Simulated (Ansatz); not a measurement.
# TaN: the cost of one run

Method: DFT PBEsol, frozen-core PAW, scalar-relativistic unless said, in Ansatz 0.2.0.

3 further runs of the same task are left out: 3 that didn't finish.

## 1. The starting structure

Symmetry: P-6m2, No. 187, hexagonal system. Conventional cell: a = 2.938 Å, b = 2.938 Å, c = 2.883 Å, α = 90.00°, β = 90.00°, γ = 120.00°. Around Ta (site symmetry -6m2) lie 6 N at 2.23 Å. Around N (site symmetry -6m2) lie 6 Ta at 2.23 Å.

As a file:

```
CELL_PARAMETERS angstrom
2.93800 0.00000 0.00000
-1.46900 2.54438 0.00000
0.00000 0.00000 2.88300
ATOMIC_POSITIONS crystal
Ta 0.00000 0.00000 0.50000
N 0.66667 0.33333 0.00000
```

Cartesian axes are those of the input's lattice vectors. The structure goes back to a database entry.

## 2. Cell and atoms relaxed, PAW

File input.yaml:

```yaml
crystal:
  lattice:
    - [2.93799999999, 0.0, 0.0]
    - [-1.469, 2.54438263631, 0.0]
    - [0.0, 0.0, 2.883]
  atoms:
    - { symbol: Ta, position: [0.0, 0.0, 0.5] }
    - { symbol: "N", position: [0.666666666667, 0.333333333333, 0.0] }
kpoints:
  mp_grid: { grid: [15, 15, 14] }
scf:
  occupations: { method: fermi_dirac, width: 0.08 }
hamiltonian:
  xc: pbesol
  pseudopotentials: { kind: paw }
relax:
  f_tol: 0.002
  max_steps: 80
  cell: {}
output:
  forces: true
  stress: true
```

On the command line:

```console
> ansatz run input.yaml --threads 1 --pin off --max-ram 3072MiB --backend cpu --events-out ev --progress --plain --runs-dir out
```

What time and memory should one allow on 1 thread of Arm Neoverse V2, shared host?

About 37 s, with a peak of 0.36 GiB.
